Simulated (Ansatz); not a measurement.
# WF (doublet): wave-function methods side by side, def2-QZVPP

One table from this session's results is given with a row withheld; the runs are named, their logs left out.

Computed with Ansatz 0.2.0, Gaussian basis. Level: def2-QZVPP, core rule «outside noble gas», up to 5 orbitals frozen.

To be run: UHF; ROHF; CCSD(T) on UHF.

### The geometry

The geometry is a PBE0/def2-TZVP stationary point (not a proven minimum) of the parent state, kept for this charge and spin. No spin-orbit coupling is included. Elements past krypton take def2 core potentials.

2 atoms, charge 0, spin multiplicity 2.

Atoms are counted from 1 here; the program's logs count them from 0.

Bond lengths: W1–F2 1.838 Å.

Geometry (Å):

```
W     0.0000    0.0000    0.0000
F     0.0000    0.0000    1.8382
```

The first run:

in.yaml reads:

```yaml
crystal:
  periodic: [false, false, false]
  atoms:
    - {symbol: W, position_ang: [0.000000, 0.000000, 0.000000]}
    - {symbol: F, position_ang: [0.000000, 0.000000, 1.838237]}
basis:
  gaussian: {orbitals: "def2-QZVPP.json"}
magnetization: {spin_polarized: true, initial_magnetization: 1}
hamiltonian: {xc: hf}
output: {orbitals: {seedname: orbitals}}
```

On the command line:

```bash
$ ansatz run in.yaml --threads 1 --pin off --events-out ev --progress --plain --max-ram 4096MiB --backend cpu
```

Steps of the session up to this table: UHF; ROHF; CCSD(T) on UHF.

One table of the session follows, with a row left open; its other results are not shown here.

| method | from UCCSD(T) (meV) |
| --- | --- |
| ROHF | ? |
| UHF | +11929.0 |
| UMP2 | +1124.0 |
| UCCSD | +681.0 |
| UCCSD(T) | 0 |

Q: Estimate the row for ROHF from the others.

The run gave: from UCCSD(T) (meV): +13242.9. In the column «from UCCSD(T) (meV)» it is the highest.

The program flags UCCSD(T) as in doubt (see the logs), so the zero of the table is itself unsure.

Caveats from the session: The determinant is far from a pure spin state, so its energy mixes those of several spin states (harmless only where they are near-degenerate, as at dissociation). The program flags UCCSD(T) as in doubt, so the zero of the table is itself unsure.
